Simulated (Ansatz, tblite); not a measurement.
# (FAlNH)4 cubane (Al4F4H4N4): a ladder of methods and basis sets

One table from this session's results is given with a row withheld; the runs are named, their logs left out.

Method: as each input shows; program: Ansatz 0.2.0, Gaussian basis.

Levels to be run: GFN1-xTB, GFN2-xTB, PBE-D4/def2-TZVP, r2SCAN-D4/def2-TZVP, ωB97M-V/def2-TZVP, revPBE-D4/def2-TZVP, B3LYP-D4/def2-TZVP, PBE-D4/def2-SVP, PBE0-D4/def2-SVP, HF/6-31G, B3LYP-D4/6-31G, CCSD(T)/def2-TZVP, RPA/def2-TZVP.

**The geometry**

The geometry is that of the singlet, from an earlier relaxation (PBE-D4/def2-SVP).

16 atoms, charge 0, spin multiplicity 1.

Bond lengths: Al1–F2 1.678 Å, Al1–N3 1.933 Å, Al1–N6 1.934 Å, Al1–N9 1.933 Å, N3–Al4 1.933 Å, N3–Al10 1.934 Å, N3–H13 1.025 Å, Al4–F5 1.678 Å, Al4–N6 1.933 Å, Al4–N12 1.934 Å, N6–Al7 1.933 Å, N6–H14 1.025 Å, Al7–F8 1.678 Å, Al7–N9 1.934 Å, Al7–N12 1.933 Å, N9–Al10 1.933 Å, N9–H15 1.025 Å, Al10–F11 1.678 Å and more. Angles: F2–Al1–N3 125.1°, F2–Al1–N6 125.1°, F2–Al1–N9 125.1°, N3–Al1–N6 90.2°, N3–Al1–N9 90.2°, N6–Al1–N9 90.2°, Al1–N3–Al4 89.8°, Al1–N3–Al10 89.8°, Al1–N3–H13 125.4°, Al4–N3–Al10 89.8°, Al4–N3–H13 125.4°, Al10–N3–H13 125.4°, N3–Al4–F5 125.1°, N3–Al4–N6 90.2°, N3–Al4–N12 90.2°, F5–Al4–N6 125.1°, F5–Al4–N12 125.1°, N6–Al4–N12 90.2° and more.

PBE0-D4/def2-TZVP was run before; its log isn't repeated, and its numbers join the tables.

Set-up of the first run:

Tight binding, by tblite at 300 K electronic temperature and without a spin-polarisation term:

```python
tblite.interface.Calculator('GFN1-xTB', numbers, positions, charge=0, uhf=0).singlepoint()
```

Tight binding, by tblite at 300 K electronic temperature and without a spin-polarisation term:

```python
tblite.interface.Calculator('GFN2-xTB', numbers, positions, charge=0, uhf=0).singlepoint()
```

start.molden holds the orbitals of an earlier run on this state, given as this run's starting guess.

File in.yaml:

```yaml
crystal:
  periodic: [false, false, false]
  atoms:
    - {symbol: Al, position_ang: [-0.803543, 1.464738, 0.043285]}
    - {symbol: F, position_ang: [-1.610864, 2.935411, 0.086306]}
    - {symbol: N, position_ang: [-1.167982, -0.038270, 1.203634]}
    - {symbol: Al, position_ang: [-1.091028, -1.224634, -0.320943]}
    - {symbol: F, position_ang: [-2.186201, -2.454733, -0.643367]}
    - {symbol: N, position_ang: [-0.733832, 0.279106, -1.482562]}
    - {symbol: Al, position_ang: [1.163379, 0.038040, -1.199188]}
    - {symbol: F, position_ang: [2.332003, 0.076497, -2.403075]}
    - {symbol: N, position_ang: [1.095037, 1.229437, 0.322257]}
    - {symbol: Al, position_ang: [0.731117, -0.278162, 1.476818]}
    - {symbol: F, position_ang: [1.464895, -0.557300, 2.960110]}
    - {symbol: N, position_ang: [0.806716, -1.470282, -0.043373]}
    - {symbol: H, position_ang: [-1.880942, -0.061453, 1.939215]}
    - {symbol: H, position_ang: [-1.182224, 0.449855, -2.387945]}
    - {symbol: H, position_ang: [1.764168, 1.980146, 0.518805]}
    - {symbol: H, position_ang: [1.299291, -2.368387, -0.069976]}
basis:
  gaussian: {orbitals: def2-TZVP, fitting: {mean_field: def2-universal-jkfit}, initial_orbitals: start.molden}
hamiltonian: {xc: pbe, dispersion: d4}
scf: {omitted_lower_state_checks: [starts]}
output: {orbitals: {seedname: orbitals}}
```

Run with:

```
$ ansatz run in.yaml --threads 2 --pin off --events-out ev --progress --plain --max-ram 32768MiB --backend cuda --devices 0, --max-vram 18GiB
```

Among the steps run: PBE-D4/def2-TZVP; r2SCAN-D4/def2-TZVP; ωB97M-V/def2-TZVP; revPBE-D4/def2-TZVP; B3LYP-D4/def2-TZVP; PBE-D4/def2-SVP; PBE0-D4/def2-SVP; HF/6-31G; B3LYP-D4/6-31G; CCSD(T)/def2-TZVP; RPA/def2-TZVP.

One table of the session follows, with a row left open; its other results are not shown here.

It belongs to the step «Binding energy». 

```
             method  binding an atom (eV)
           HF/6-31G                 2.805
       HF/def2-TZVP                 3.171
    PBE-D4/def2-SVP                 4.633
   PBE-D4/def2-TZVP                 4.589
revPBE-D4/def2-TZVP                 4.456
r2SCAN-D4/def2-TZVP                 4.527
     B3LYP-D4/6-31G                 4.157
 B3LYP-D4/def2-TZVP                 4.483
   PBE0-D4/def2-SVP                 4.502
  PBE0-D4/def2-TZVP                 4.473
  ωB97M-V/def2-TZVP                 4.534
      MP2/def2-TZVP                 4.547
     CCSD/def2-TZVP                     ?
  CCSD(T)/def2-TZVP                 4.359
```

Estimate the missing values for CCSD/def2-TZVP.

The run gave: binding an atom (eV): 4.273. In the column «binding an atom (eV)» it lies between B3LYP-D4/6-31G (4.157) and CCSD(T)/def2-TZVP (4.359).

Caveats from the session: Free atoms were run apart at each level; binding is atoms less cluster, divided by the number of atoms, without zero-point or spin-orbit terms.
